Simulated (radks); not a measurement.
# Rb³⁴⁺ in 1s1.75 2s1 2p0.25: an all-electron calculation

The task here is to estimate one member of a computed series from the others.

The numbers are computed with radks (a radial shooting solver on a logarithmic mesh, Libxc functionals) version 1 (Dirac Kohn-Sham, BLYP, spin-unpolarised, spherical densities, finite nucleus; open shells are shared between the two j in proportion to 2j + 1), except any that are marked as measured or tabulated.

## Starting point

```
element            : rubidium (Z = 37)
charge             : +34
electrons          : 3
configuration      : 1s1.75 2s1 2p0.25
nuclear rms radius : 4.2036 fm
```

Set-up of the first run:

Input:

```text
Z 37
configuration 1s1.75 2s1 2p0.25 3s0 3p0 3d0
relativity Dirac
functional b88,lyp
spin unpolarised
j_filling average
nucleus finite rms 4.2036 fm
c 137.035999084
```

One table of the session follows, with a row left open; its other results are not shown here.

It belongs to the step «Radial structure». Radial density 4πr²ρ:

```
r (bohr)  4πr²ρ (e/bohr)
 0.00169           1.177
 0.00233               ?
 0.00323           3.657
 0.00445           6.186
 0.00618           10.23
 0.00850           15.94
  0.0118           23.44
  0.0163           31.14
  0.0224           36.47
  0.0311           35.78
  0.0428           27.68
  0.0594           16.06
  0.0818           9.116
   0.114           8.569
   0.156           8.094
   0.215           4.220
   0.299          0.8878
   0.412         0.06173
```

Q: Estimate the row for r (bohr) = 0.00233 from the others.

Worked estimate for «4πr²ρ (e/bohr)». A straight line through the neighbours (0.00169, 1.177) and (0.00323, 3.657) gives 1.177 + (3.657 − 1.177) × (0.00233 − 0.00169) / (0.00323 − 0.00169) = 2.208; a parabola fitted to 3 rows on both sides gives 2.111.

**Answer.** 4πr²ρ (e/bohr): 2.079. In «4πr²ρ (e/bohr)» the line misses by +0.129 and the parabola by +0.032.
